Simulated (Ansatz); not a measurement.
# YS: stress in a strained cell

YS is deformed so: zz strain of +2 %. What stress and forces result, by LAPW, PAW and all-electron datasets made for the crystal?

Method: DFT LDA, scalar-relativistic, in Ansatz 0.2.0.

### Step 1. The structure to begin with

It takes space group Fm-3m (No. 225, cubic). The conventional cell has a = 5.487 Å, b = 5.487 Å, c = 5.487 Å, α = 90.00°, β = 90.00°, γ = 90.00°. Y (site symmetry m-3m) is surrounded by 6 S at 2.74 Å. S (site symmetry m-3m) is surrounded by 6 Y at 2.74 Å.

Coordinates:

```cif
data_structure
_symmetry_space_group_name_H-M 'Fm-3m'
_symmetry_Int_Tables_number 225
_cell_length_a 5.4873
_cell_length_b 5.4873
_cell_length_c 5.4873
_cell_angle_alpha 90.000
_cell_angle_beta 90.000
_cell_angle_gamma 90.000
_cell_volume 165.23
loop_
_atom_site_label
_atom_site_type_symbol
_atom_site_symmetry_multiplicity
_atom_site_Wyckoff_symbol
_atom_site_fract_x
_atom_site_fract_y
_atom_site_fract_z
_atom_site_occupancy
Y1 Y 4 b 0.50000 0.00000 0.00000 1
S1 S 4 a 0.00000 0.00000 0.00000 1
```

The file gives the conventional cell by its symmetry; the runs use the cell typed in the input.

Atoms are numbered in the order of the input: Y1, S2.

### Step 2. The deformed structure

Space group Fm-3m before, I4/mmm after.

### Step 3. All-electron LAPW

input.yaml reads:

```yaml
crystal:
  lattice:
    - [0.0, 2.74365, 2.798523]
    - [2.74365, 0.0, 2.798523]
    - [2.74365, 2.74365, 0.0]
  atoms:
    - { symbol: "Y", position: [0.5, 0.5, 0.5] }
    - { symbol: S, position: [0.0, 0.0, 0.0] }
kpoints:
  mp_grid: { grid: [8, 8, 8] }
  band_path:
    path:
      - [0.0, 0.0, 0.0]
      - [0.0, 0.5, 0.5]
      - [0.25, 0.75, 0.5]
      - [0.0, 0.5, 0.0]
      - [0.0, 0.0, 0.0]
      - [0.5, 0.5, 0.0]
      - [0.3701460977, 0.6298539023, 0.0]
      - [-0.3701460977, 0.3701460977, 0.0]
      - [0.0, 0.0, 0.0]
    npoints: 5
scf:
  occupations: { method: fermi_dirac, width: 0.01 }
hamiltonian:
  xc: lda
  pseudopotentials: { kind: all_electron, lapw: { basis_error: 0.00025 } }
output:
  forces: true
  stress: true
  eigenvalues: true
```

Run with:

```bash
$ ansatz run input.yaml --threads 1 --pin off --max-ram 3072MiB --backend cpu --events-out ev --progress --plain --runs-dir out
```

### Step 4. Frozen-core PAW

input.yaml reads:

```yaml
crystal:
  lattice:
    - [0.0, 2.74365, 2.798523]
    - [2.74365, 0.0, 2.798523]
    - [2.74365, 2.74365, 0.0]
  atoms:
    - { symbol: "Y", position: [0.5, 0.5, 0.5] }
    - { symbol: S, position: [0.0, 0.0, 0.0] }
kpoints:
  mp_grid: { grid: [8, 8, 8] }
scf:
  occupations: { method: fermi_dirac, width: 0.01 }
hamiltonian:
  xc: lda
  pseudopotentials: { kind: paw }
output:
  forces: true
  stress: true
  eigenvalues: true
  efg: { contact_densities: true }
  write_density: true
  write_potential: true
  elf: true
  volumetric_format: npy
```

### Step 5. All-electron PAW on datasets made for the crystal

Changes to input.yaml since step 4:

```diff
@@ -14,3 +14,3 @@
   xc: lda
-  pseudopotentials: { kind: paw }
+  pseudopotentials: { kind: all_electron, datasets: crystal }
 output:
@@ -20,5 +20 @@
   efg: { contact_densities: true }
-  write_density: true
-  write_potential: true
-  elf: true
-  volumetric_format: npy
```

(Steps that only read results are left out.)

Before running it: what results should come out? Wanted: pressure; largest shear or deviatoric stress.

The runs gave:

| quantity | value |
| --- | --- |
| pressure | LAPW -5.47, PAW -5.48, crystal datasets -5.47 GPa |
| largest shear or deviatoric stress (LAPW) | 2.50 GPa |

What this shows: The largest part of the stress beyond the pressure is 2.50 GPa in size, in the zz component; the atoms are carried along and not relaxed. No run of the undeformed cell stands beside it, so the pressure holds what the given cell had before the change. PAW: stress within 0.02 GPa of LAPW. Crystal datasets: stress within 0.01 GPa of LAPW.
